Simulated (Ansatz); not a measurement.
# NbGeAs: the cost of one run

Computed with Ansatz 0.2.0 through its Python package. Level of theory: DFT PBEsol, plane waves, PAW.

## 1. The system

The structure is tetragonal, space group P4/nmm (No. 129). The conventional cell has a = 3.592 Å, b = 3.592 Å, c = 7.971 Å, α = 90.00°, β = 90.00°, γ = 90.00°. Nb (site symmetry 4mm) has 5 As at 2.74 to 2.77 Å and 4 Ge at 2.75 Å as nearest neighbours. Ge (site symmetry -4m2) is surrounded by 4 Ge at 2.54 Å and 4 Nb at 2.75 Å. As (site symmetry 4mm) has 5 Nb at 2.74 to 2.77 Å as nearest neighbours.

No structure file is read: the coordinates are typed or built in the script.

## 2. The script

The input, push_nbgeas.py:

```python
"""Frozen displacement of one atom in NbGeAs."""

import ansatz
import numpy as np

CUTOFF_EV = 630
FUNCTIONAL = "pbesol"
KMESH = (5, 5, 3)
FILLING = "gaussian"
SIGMA = 0.1

vectors = np.array([
    [3.59231, 0.0, 0.0],
    [0.0, 3.59231, 0.0],
    [0.0, 0.0, 7.97127],
])
system = (
    ansatz.Lattice.of(vectors)
    .atom("Nb", [0.0, 0.5, 0.73842])
    .atom("Nb", [0.5, 0.0, 0.26158])
    .atom("Ge", [0.0, 0.0, 0.0])
    .atom("Ge", [0.5, 0.5, 0.0])
    .atom("As", [0.0, 0.5, 0.39082])
    .atom("As", [0.5, 0.0, 0.60918])
)

inverse = np.linalg.inv(np.array(system.lattice.vectors))
home = np.array(system.sites[1].position)
values = np.linspace(-0.05, 0.05, 5)
energies, pulls = [], []
for shift in values:
    moved = system.move(1, to=home + shift * inverse[0])
    base = (
        moved.calculation()
        .basis(CUTOFF_EV)
        .accuracy("low")
        .functional(FUNCTIONAL)
        .kpoints(*KMESH)
        .occupations(FILLING, width=SIGMA)
        .forces()
    )
    r = base.run(threads=1).report
    energies.append(r["free_energy_ev"])
    pulls.append(r["forces_ev_ang"][1][0])

# the force is minus the slope of the free energy
print("shift (A)   dE (eV)   force along x (eV/A)")
for shift, e, f in zip(values, energies, pulls):
    print(f"{shift:8.3f} {e - energies[2]:10.5f} {f:12.4f}")
print(f"stiffness from energies {2 * np.polyfit(values, energies, 2)[0]:.3f}, from forces {-np.polyfit(values, pulls, 1)[0]:.3f} eV/A^2")
```

## 3. The calls as engine input

The package turns the script's settings into the engine's input (first run):

```yaml
crystal:
  lattice:
    - [3.59231, 0.0, 0.0]
    - [0.0, 3.59231, 0.0]
    - [0.0, 0.0, 7.97127]
  atoms:
    - { symbol: Nb, position: [0.0, 0.5, 0.73842] }
    - { symbol: Nb, position: [0.48608137939097684, 0.0, 0.26158] }
    - { symbol: Ge, position: [0.0, 0.0, 0.0] }
    - { symbol: Ge, position: [0.5, 0.5, 0.0] }
    - { symbol: As, position: [0.0, 0.5, 0.39082] }
    - { symbol: As, position: [0.5, 0.0, 0.60918] }
accuracy: low
basis:
  ecutwfc: 630.0
kpoints:
  mp_grid:
    grid: [5, 5, 3]
hamiltonian:
  xc: pbesol
scf:
  occupations:
    method: gaussian
    width: 0.1
output:
  forces: true
```

## 4. Running it

Command:

```console
$ python push_nbgeas.py
```

**Question.** How long does this script take on 1 thread of Intel Xeon 6975P-C (Granite Rapids), shared host, and how much memory does it need?

About 38 s, with a peak of 0.57 GiB.
